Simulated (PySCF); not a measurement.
# Cr²⁺: dipole response in aug-cc-pVTZ

How polarisable is Cr²⁺ at the levels listed below?

Program: PySCF 2.14.0. Level of theory: unrestricted determinants in a Gaussian basis, no spin-orbit coupling in the energies. These are calculated values, not measurements, unless marked.

## (1) Starting point

- Element: chromium (Z = 24)
- Basis: aug-cc-pVTZ (8s7p5d3f2g, 93 functions)
- Hamiltonian: the non-relativistic Hamiltonian (point nucleus)
- State 1: Cr²⁺: [Ar] 3d3 4s1, high-spin 5F determinant (an excited configuration)
- Methods: UHF, PBE, PBE0

Outer shells as boxes (Hund's rule):

Cr2+ [Ar] 3d3 4s1
```
[Ar] core
3d [↑ ][↑ ][↑ ][  ][  ]
4s [↑ ]
```

One driver process ran all states and methods and kept the integrals in memory. Each run is shown as a PySCF script that sums up its settings (the driver passes frozen orbitals as a list and adds second-order terms of double hybrids); the logs are those of the runs themselves. The driver starts from symmetry-adapted Hartree-Fock orbitals, holds the occupation by maximum overlap and uses a logarithmic radial grid for functionals, so a plain start would take other cycles.

The integrals over 93 functions and the set-up took 4.4 s of CPU time.

## (2) Cr²⁺ [Ar] 3d3 4s1, method by method

Level: UHF.

The input, input.py:

```python
from pyscf import gto, scf, dft, mp, cc
import basis_set_exchange as bse
mol = gto.M(atom="Cr 0 0 0", charge=2, spin=4, symmetry="D2h",
            basis=gto.basis.parse(bse.get_basis("aug-cc-pVTZ", elements=["Cr"], fmt="nwchem")))
mf = scf.UHF(mol)
mf.irrep_nelec = {'Ag': (4, 3), 'B1g': (1, 0), 'B2g': (1, 0), 'B3g': (1, 0), 'B1u': (2, 2), 'B2u': (2, 2), 'B3u': (2, 2)}
mf.kernel()
```

Log:

```text
damping factor = 0
level_shift factor = 0
DIIS = <class 'pyscf.scf.diis.CDIIS'>
diis_start_cycle = 1
diis_space = 10
diis_damp = 0
SCF conv_tol = 1e-09
SCF conv_tol_grad = None
number electrons alpha = 13  beta = 9
cycle= 1 E= -1042.35938630034  delta_E= -0.00774  |g|= 0.033  |ddm|= 0.0444
cycle= 2 E= -1042.35957147281  delta_E= -0.000185  |g|= 0.00531  |ddm|= 0.00816
cycle= 3 E= -1042.35957674732  delta_E= -5.27e-06  |g|= 0.000222  |ddm|= 0.00815
cycle= 4 E= -1042.35957676815  delta_E= -2.08e-08  |g|= 8.42e-05  |ddm|= 0.00128
cycle= 5 E= -1042.35957677044  delta_E= -2.29e-09  |g|= 1.57e-05  |ddm|= 0.000759
cycle= 6 E= -1042.35957677059  delta_E= -1.51e-10  |g|= 1.1e-06  |ddm|= 0.000153
converged SCF energy = -1042.35957677059  <S^2> = 6.002266  2S+1 = 5.0009063
```

CPU time 37 s on a shared host, the integrals not counted.

The occupied shells:

```csv
shell,electrons,mean orbital energy (eV),spread (eV),rms radius (bohr)
1s α,1,-6027.8,0,0.0743
1s β,1,-6027.6,0,0.0743
2s α,1,-746.55,0,0.319
2s β,1,-744.11,0,0.319
2p α,3,-635.55,0,0.288
2p β,3,-633.23,0,0.288
3s α,1,-123.32,0,0.959
3s β,1,-116.05,0,0.959
3p α,3,-89.439,0,1.02
3p β,3,-80.985,0,1.02
3d α,3,-40.017,0,1.22
4s α,1,-23.883,0,2.91
```

⟨S²⟩ = 6.002, ⟨L²⟩ = 12.03.

The driver then solved the coupled dipole response at imaginary frequencies: mean α = 28.81 bohr³, C₆ = 133.2 au for a like pair.

Level: PBE.

input.py, as changed from the run before:

```diff
@@ -4,3 +4,3 @@
             basis=gto.basis.parse(bse.get_basis("aug-cc-pVTZ", elements=["Cr"], fmt="nwchem")))
-mf = scf.UHF(mol)
+mf = dft.UKS(mol, xc="PBE")
 mf.irrep_nelec = {'Ag': (4, 3), 'B1g': (1, 0), 'B2g': (1, 0), 'B3g': (1, 0), 'B1u': (2, 2), 'B2u': (2, 2), 'B3u': (2, 2)}
```

Log:

```text
damping factor = 0
level_shift factor = 0
DIIS = <class 'pyscf.scf.diis.CDIIS'>
diis_start_cycle = 1
diis_space = 10
diis_damp = 0
SCF conv_tol = 1e-09
SCF conv_tol_grad = None
number electrons alpha = 13  beta = 9
XC functionals = PBE
    J. P. Perdew, K. Burke, and M. Ernzerhof.,  Phys. Rev. Lett. 77, 3865 (1996)
    J. P. Perdew, K. Burke, and M. Ernzerhof.,  Phys. Rev. Lett. 78, 1396 (1997)
    J. P. Perdew, K. Burke, and M. Ernzerhof.,  Phys. Rev. Lett. 77, 3865 (1996)
    J. P. Perdew, K. Burke, and M. Ernzerhof.,  Phys. Rev. Lett. 78, 1396 (1997)
cycle= 1 E= -1043.07918228995  delta_E= -0.0097  |g|= 0.0141  |ddm|= 2.32
cycle= 2 E= -1043.07919891561  delta_E= -1.66e-05  |g|= 0.00785  |ddm|= 0.183
cycle= 3 E= -1043.07921058726  delta_E= -1.17e-05  |g|= 0.00181  |ddm|= 0.0697
cycle= 4 E= -1043.0792112616  delta_E= -6.74e-07  |g|= 2.16e-05  |ddm|= 0.0142
cycle= 5 E= -1043.07921126178  delta_E= -1.8e-10  |g|= 1.61e-06  |ddm|= 0.000295
converged SCF energy = -1043.07921126178  <S^2> = 6.0003311  2S+1 = 5.0001325
```

It used 35 s of CPU time after the integrals (shared host).

The driver then solved the coupled dipole response at imaginary frequencies: mean α = 22.06 bohr³, C₆ = 96.07 au for a like pair.

Level: PBE0.

input.py, as changed from the run before:

```diff
@@ -4,3 +4,3 @@
             basis=gto.basis.parse(bse.get_basis("aug-cc-pVTZ", elements=["Cr"], fmt="nwchem")))
-mf = dft.UKS(mol, xc="PBE")
+mf = dft.UKS(mol, xc="PBE0")
 mf.irrep_nelec = {'Ag': (4, 3), 'B1g': (1, 0), 'B2g': (1, 0), 'B3g': (1, 0), 'B1u': (2, 2), 'B2u': (2, 2), 'B3u': (2, 2)}
```

Log:

```text
damping factor = 0
level_shift factor = 0
DIIS = <class 'pyscf.scf.diis.CDIIS'>
diis_start_cycle = 1
diis_space = 10
diis_damp = 0
SCF conv_tol = 1e-09
SCF conv_tol_grad = None
number electrons alpha = 13  beta = 9
XC functionals = PBE0
    C. Adamo and V. Barone.,  J. Chem. Phys. 110, 6158 (1999)
    M. Ernzerhof and G. E. Scuseria.,  J. Chem. Phys. 110, 5029 (1999)
cycle= 1 E= -1043.12732856389  delta_E= -0.00644  |g|= 0.01  |ddm|=  1.6
cycle= 2 E= -1043.12737040651  delta_E= -4.18e-05  |g|= 0.00219  |ddm|= 0.0875
cycle= 3 E= -1043.12737132816  delta_E= -9.22e-07  |g|= 0.0013  |ddm|= 0.0327
cycle= 4 E= -1043.12737167457  delta_E= -3.46e-07  |g|= 6.44e-05  |ddm|= 0.00939
cycle= 5 E= -1043.12737167575  delta_E= -1.18e-09  |g|= 7.11e-06  |ddm|= 0.000806
cycle= 6 E= -1043.12737167576  delta_E= -1.21e-11  |g|= 1.69e-07  |ddm|= 7.98e-05
converged SCF energy = -1043.12737167576  <S^2> = 6.0006357  2S+1 = 5.0002543
```

CPU time 61 s on a shared host, the integrals not counted.

The driver then solved the coupled dipole response at imaginary frequencies: mean α = 23.64 bohr³, C₆ = 104.3 au for a like pair.

Radial density 4πr²ρ of Cr²⁺ at UHF:

```csv
r (bohr),density,spin density
0.000867,0.0845,0.000
0.00146,0.232,0.000
0.00245,0.627,0.000
0.00413,1.64,0.001
0.00694,4.05,0.002
0.0117,9.13,0.005
0.0196,17.7,0.009
0.0330,26.6,0.012
0.0556,27.6,0.007
0.0935,21.9,0.009
0.157,28.1,0.091
0.264,27.6,0.417
0.445,10.8,1.531
0.748,13.1,2.757
1.26,6.33,1.789
2.12,1.02,0.782
3.56,0.257,0.256
5.99,0.00344,0.003
10.1,3.40e-05,0.000
16.9,1.51e-05,0.000
```

## (3) Polarisabilities and C₆

Cr²⁺ [Ar] 3d3 4s1, in atomic units:

```csv
method,mean α,C₆ (like pair),S(−4)
UHF,28.81,133.2,791.0
PBE,22.06,96.07,430.1
PBE0,23.64,104.3,506.0
```

α(iu) at PBE0:

```csv
u (hartree),α(iu) (bohr³)
0,23.64
0.0500,22.45
0.100,19.56
0.200,13.30
0.300,9.150
0.500,5.255
0.750,3.374
1.00,2.484
1.50,1.605
2.00,1.152
3.00,0.6830
5.00,0.3207
```

## (4) Outcome

| quantity | value |
| --- | --- |
| α of Cr²⁺ [Ar] 3d3 4s1 | 22.06 (PBE) to 28.81 (UHF) bohr³ |

A single London oscillator with the computed α and C₆ of Cr²⁺ [Ar] 3d3 4s1 at UHF would have ω = 4 C₆ / (3 α²) = 0.214 hartree. The basis is finite, and no extrapolation was made.
